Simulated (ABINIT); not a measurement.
# Cu2BrCl (R-3m) in ABINIT: reference runs

Reference runs on Cu2BrCl: the cell as given.

Program: ABINIT 10.8.3 (patched build). These are calculated values, not measurements. Logs are shortened: lines on timing, memory, paths and dates and some standing lists are left out, and cuts for length are marked. The log counts tension as positive stress, the text compression.

## Step 1: The structure

The structure is trigonal, space group R-3m (No. 166). The conventional cell has a = 3.711 Å, b = 3.711 Å, c = 18.143 Å, α = 90.00°, β = 90.00°, γ = 120.00°. Around Br (site symmetry -3m) lie 6 Cu at 2.64 Å. Cu (site symmetry 3m) has 3 Cl at 2.61 Å and 3 Br at 2.64 Å as nearest neighbours. Cl (site symmetry -3m) is surrounded by 6 Cu at 2.61 Å.

The cell comes from a database or a generator and needn't be the stable form of this composition.

## Step 2: Single point, PBE

The input, run.abi:

```
pp_dirpath "./"
pseudos "Br.GGA_PBE-JTH.xml, Cu.GGA_PBE-JTH.xml, Cl.GGA_PBE-JTH.xml"

acell 12.1241678375 12.1241678375 12.1241678374
rprim
     0.2892079423     0.1669742833     0.9425912979
    -0.2892079423     0.1669742833     0.9425912979
     0.0000000000    -0.3339485666     0.9425912979
ntypat 3
znucl 35 29 17
natom 4
typat 1 2 2 3
xred
     0.0000000000     0.0000000000     0.0000000000
     0.7516030000     0.7516030000     0.7516030000
     0.2483970000     0.2483970000     0.2483970000
     0.5000000000     0.5000000000     0.5000000000

ecut 26.0
pawecutdg 48.0
pawxcdev 0

kptopt 1
ngkpt 8 8 8
nshiftk 1
shiftk 0.0 0.0 0.0

ixc 11

nband 32
occopt 3
tsmear 0.05 eV

nstep 100
tolvrs 1.0e-9

iomode 3
prtwf 0
prtden 0
prteig 0
prtebands 0
```

Potentials or basis: JTH PAW PBE v2.0.

Run with:

```sh
abinit run.abi > log 2>&1
```

run.abo:

```text
.Version 10.8.3 of ABINIT
 Symmetries : space group R-3 m (#166); Bravais hR (rhombohedral)
================================================================================
 Values of the parameters that define the memory need of the present run
     intxc =       0    ionmov =       0      iscf =      17    lmnmax =      18
     lnmax =       6     mgfft =      60  mpssoang =       3    mqgrid =    3001
     natom =       4  nloc_mem =       2    nspden =       1   nspinor =       1
    nsppol =       1      nsym =      12    n1xccc =       1    ntypat =       3
    occopt =       3   xclevel =       2
       mpw =        3100          nfft =      216000          nkpt =          65
 PAW method is used; the additional fine FFT grid is defined by:
   mgfftf=        80    nfftf =    512000
================================================================================
================================================================================

--------------------------------------------------------------------------------
------------- Echo of variables that govern the present computation ------------
--------------------------------------------------------------------------------
 -outvars: echo values of preprocessed input variables --------
            acell      1.2124167837E+01  1.2124167837E+01  1.2124167837E+01 Bohr
              amu      7.99040000E+01  6.35460000E+01  3.54527000E+01
             ecut      2.60000000E+01 Hartree
                       outvar_i_n : Printing only first  50 k-points.
              ixc          11
                       outvar_i_n : Printing only first  50 k-points.
         kptrlatt        8    0    0      0    8    0      0    0    8
          kptrlen      5.61024901E+01
            natom           4
            nband          32
            ngfft          60      60      60
          ngfftdg          80      80      80
             nkpt          65
            nstep         100
             nsym          12
           ntypat           3
                       prtocc : prtvol=0, do not print more k-points.
           occopt           3
        pawecutdg      4.80000000E+01 Hartree
         pawxcdev           0
           prtden           0
        prtebands           0
           prteig           0
            prtwf           0
            rprim      2.8920794230E-01  1.6697428330E-01  9.4259129790E-01
                      -2.8920794230E-01  1.6697428330E-01  9.4259129790E-01
                       0.0000000000E+00 -3.3394856660E-01  9.4259129790E-01
          spgroup         166
           tolvrs      1.00000000E-09
           tsmear      1.83746611E-03 Hartree
            typat      1  2  2  3
           useylm           1
                       outvars : Printing only first  50 k-points.
           xangst      0.0000000000E+00  0.0000000000E+00  0.0000000000E+00
                       1.1061303591E-16  1.3282352793E-11  1.3635976938E+01
                      -3.6181682044E-19  4.3897298142E-12  4.5065490205E+00
                       0.0000000000E+00  8.8358331660E-12  9.0712629792E+00
            xcart      0.0000000000E+00  0.0000000000E+00  0.0000000000E+00
                       2.0902834383E-16  2.5100009087E-11  2.5768261872E+01
                      -6.8373469838E-19  8.2953871155E-12  8.5161434217E+00
                       0.0000000000E+00  1.6697304778E-11  1.7142202647E+01
             xred      0.0000000000E+00  0.0000000000E+00  0.0000000000E+00
                       7.5160300000E-01  7.5160300000E-01  7.5160300000E-01
                       2.4839700000E-01  2.4839700000E-01  2.4839700000E-01
                       5.0000000000E-01  5.0000000000E-01  5.0000000000E-01
            znucl       35.00000   29.00000   17.00000

================================================================================

 chkinp: Checking input parameters for consistency.

================================================================================
== DATASET  1 ==================================================================

--- !DatasetInfo
iteration_state: {dtset: 1, }
dimensions: {natom: 4, nkpt: 65, mband: 32, nsppol: 1, nspinor: 1, nspden: 1, mpw: 3100, }
cutoff_energies: {ecut:  26.0, pawecutdg:  48.0, }
electrons: {nelect:   5.20000000E+01, charge:   0.00000000E+00, occopt:   3.00000000E+00, tsmear:   1.83746611E-03, }
meta: {optdriver: 0, ionmov: 0, optcell: 0, iscf: 17, paral_kgb: 0, }
...

 Exchange-correlation functional for the present dataset will be:
  GGA: Perdew-Burke-Ernzerhof functional - ixc=11
[... 105 lines left out ...]
- [  1.23682458E-19,  -0.00000000E+00,  -0.00000000E+00, ]
- [  6.21385389E-19,  -3.51114008E-14,   2.26233034E-03, ]
- [ -8.68750306E-19,   3.51114008E-14,  -2.26233034E-03, ]
- [  1.23682458E-19,  -0.00000000E+00,  -0.00000000E+00, ]
force_length_stats: {min:   1.23682458E-19, max:   2.26233034E-03, mean:   1.13116517E-03, }
...

 Integrated electronic density in atomic spheres:
 ------------------------------------------------
 Atom  Sphere_radius  Integrated_density
    1        2.20919          4.94946289
    2        2.00090         17.32969972
    3        2.00090         17.32969972
    4        1.80365          4.33332635

================================================================================

 ----iterations are completed or convergence reached----

 Mean square residual over all n,k,spin=   94.398E-08; max=  39.593E-05
 reduced coordinates (array xred) for    4 atoms
       0.000000000000      0.000000000000      0.000000000000
       0.751603000000      0.751603000000      0.751603000000
       0.248397000000      0.248397000000      0.248397000000
       0.500000000000      0.500000000000      0.500000000000
 rms dE/dt=  1.8282E-02; max dE/dt=  2.5854E-02; dE/dt below (all hartree)
    1       0.000000000000      0.000000000000      0.000000000000
    2      -0.025854216759     -0.025854216759     -0.025854216759
    3       0.025854216759      0.025854216759      0.025854216759
    4       0.000000000000      0.000000000000      0.000000000000

 cartesian coordinates (angstrom) at end:
    1      0.00000000000000     0.00000000000000     0.00000000000000
    2      0.00000000000000     0.00000000001328    13.63597693794187
    3     -0.00000000000000     0.00000000000439     4.50654902049878
    4      0.00000000000000     0.00000000000884     9.07126297922033

 cartesian forces (hartree/bohr) at end:
    1      0.00000000000000    -0.00000000000000    -0.00000000000000
    2      0.00000000000000    -0.00000000000004     0.00226233033975
    3     -0.00000000000000     0.00000000000004    -0.00226233033975
    4      0.00000000000000    -0.00000000000000    -0.00000000000000
 frms,max,avg= 9.2359249E-04 2.2623303E-03   0.000E+00  0.000E+00  0.000E+00 h/b

 cartesian forces (eV/Angstrom) at end:
    1      0.00000000000000    -0.00000000000000    -0.00000000000000
    2      0.00000000000000    -0.00000000000181     0.11633370346348
    3     -0.00000000000000     0.00000000000181    -0.11633370346348
    4      0.00000000000000    -0.00000000000000    -0.00000000000000
 frms,max,avg= 4.7493036E-02 1.1633370E-01   0.000E+00  0.000E+00  0.000E+00 e/A
 length scales= 12.124167837500 12.124167837500 12.124167837400 bohr
              =  6.415833316416  6.415833316416  6.415833316363 angstroms
 Fermi (or HOMO) energy (hartree) =   0.16795   Average Vxc (hartree)=  -0.37885
 Eigenvalues (hartree) for nkpt=  65  k points:
 kpt#   1, nband= 32, wtk=  0.00195, kpt=  0.0000  0.0000  0.0000 (reduced coord)
  -3.92159   -3.92159   -2.35736   -2.35734   -2.35730   -2.35730   -2.35729   -2.35729
  -0.46225   -0.43394   -0.10102   -0.00386   -0.00386    0.04324    0.04604    0.04604
   0.09958    0.09958    0.09969    0.10038    0.10038    0.11225    0.11225    0.11616
   0.16102    0.16102    0.16766    0.27055    0.37555    0.37555    0.39970    0.49425
      occupation numbers for kpt#   1
   2.00000    2.00000    2.00000    2.00000    2.00000    2.00000    2.00000    2.00000
   2.00000    2.00000    2.00000    2.00000    2.00000    2.00000    2.00000    2.00000
   2.00000    2.00000    2.00000    2.00000    2.00000    2.00000    2.00000    2.00000
   1.95495    1.95495    1.08019    0.00000    0.00000    0.00000    0.00000    0.00000
 prteigrs : prtvol=0 or 1, do not print more k-points.

--- !EnergyTerms
iteration_state     : {dtset: 1, }
comment             : Components of total free energy in Hartree
kinetic             :  3.36110099181191E+01
hartree             :  1.25838052186979E+02
xc                  : -1.61839436933810E+01
Ewald energy        : -2.18862009840664E+02
psp_core            :  1.16556214735168E+01
local_psp           : -3.01645110994032E+02
PAW spherical_terms : -5.90832342594403E+01
internal            : -4.24669615208902E+02
'-kT*entropy'       : -3.21111030364084E-05
total_energy        : -4.24669647320005E+02
total_energy_eV     : -1.15558498001692E+04
...

--- !EnergyTermsDC
iteration_state     : {dtset: 1, }
comment             : '"Double-counting" decomposition of free energy'
band_energy         : -4.36688021240180E+01
Ewald energy        : -2.18862009840664E+02
psp_core            :  1.16556214735168E+01
xc_dc               : -1.25777344285496E+02
PAW spherical_terms : -4.80170827757420E+01
internal            : -4.24669617552403E+02
'-kT*entropy'       : -3.21111030364084E-05
total_energy_dc     : -4.24669649663506E+02
total_energy_dc_eV  : -1.15558498639391E+04
...

--- !EnergyTermsWithPAWCore
iteration_state     : {dtset: 1, }
comment             : 'Components of total free energy, including PAW core contributions'
Total energy        : -6.37796345663629E+03
Total energy DC     : -6.37796345897979E+03
Total energy (eV)   : -1.73553227081282E+05
Total energy DC (eV): -1.73553227145052E+05
...

 Cartesian components of stress tensor (hartree/bohr^3)
  sigma(1 1)= -4.06727142E-05  sigma(3 2)= -3.94348546E-13
  sigma(2 2)= -4.06727029E-05  sigma(3 1)=  0.00000000E+00
  sigma(3 3)= -3.77556649E-05  sigma(2 1)=  0.00000000E+00

-Cartesian components of stress tensor (GPa)         [Pressure=  1.1680E+00 GPa]
- sigma(1 1)= -1.19663257E+00  sigma(3 2)= -1.16021348E-08
- sigma(2 2)= -1.19663223E+00  sigma(3 1)=  0.00000000E+00
- sigma(3 3)= -1.11081001E+00  sigma(2 1)=  0.00000000E+00

== END DATASET(S) ==============================================================
================================================================================

 -outvars: echo values of variables after computation  --------
            acell      1.2124167837E+01  1.2124167837E+01  1.2124167837E+01 Bohr
           etotal     -4.2466964966E+02
            fcart      1.2368245847E-19 -0.0000000000E+00 -0.0000000000E+00
                       6.2138538922E-19 -3.5111400750E-14  2.2623303398E-03
                      -8.6875030615E-19  3.5111400750E-14 -2.2623303398E-03
                       1.2368245847E-19 -0.0000000000E+00 -0.0000000000E+00
            rprim      2.8920794230E-01  1.6697428330E-01  9.4259129790E-01
                      -2.8920794230E-01  1.6697428330E-01  9.4259129790E-01
                       0.0000000000E+00 -3.3394856660E-01  9.4259129790E-01
           strten     -4.0672714204E-05 -4.0672702865E-05 -3.7755664862E-05
                      -3.9434854594E-13  0.0000000000E+00  0.0000000000E+00
           xangst      0.0000000000E+00  0.0000000000E+00  0.0000000000E+00
                       1.1061303591E-16  1.3282352793E-11  1.3635976938E+01
                      -3.6181682044E-19  4.3897298142E-12  4.5065490205E+00
                       0.0000000000E+00  8.8358331660E-12  9.0712629792E+00
             xred      0.0000000000E+00  0.0000000000E+00  0.0000000000E+00
                       7.5160300000E-01  7.5160300000E-01  7.5160300000E-01
                       2.4839700000E-01  2.4839700000E-01  2.4839700000E-01
                       5.0000000000E-01  5.0000000000E-01  5.0000000000E-01
 Calculation completed.
```

Wall time 9.8 min (1 thread of Arm Neoverse V2, shared host); peak memory 0.44 GiB.

What came out:

```yaml
Free_energy: -11555.8499 eV
Pressure: 1.2 GPa
Largest_force: 0.116 eV/Å
Band_gap_on_the_k_mesh: 0.18 eV, direct
Valence_electrons_inside_the_program's_atomic_spheres: Br 4.95; Cu 17.33; Cl 4.33
```

Forces in eV/Å, atoms in the order of the input:
```
Br   0.000  0.000  0.000
Cu   0.000  0.000  0.116
Cu   0.000  0.000 -0.116
Cl   0.000  0.000  0.000
```

Stress tensor (GPa, compression positive):
```
1.20 0.00 0.00
0.00 1.20 0.00
0.00 0.00 1.11
```

Levels at points of the mesh, in eV from the valence-band top:
```
           k point  band 24  band 25  band 26  band 27  band 28  band 29
(0.00, 0.00, 0.00)    -1.22     0.00     0.00     0.18     2.98     5.84
(0.50, 0.00, 0.00)    -0.85    -0.76    -0.75     2.26     2.70     5.42
(0.50, 0.50, 0.00)    -1.14    -0.03    -0.02     0.43     2.97     5.84
(0.50, 0.50, 0.50)    -0.86    -0.55    -0.55     2.48     2.50     6.38
```

A k mesh can miss the band edges. As with any semilocal functional, this PBE gap is likely too small.
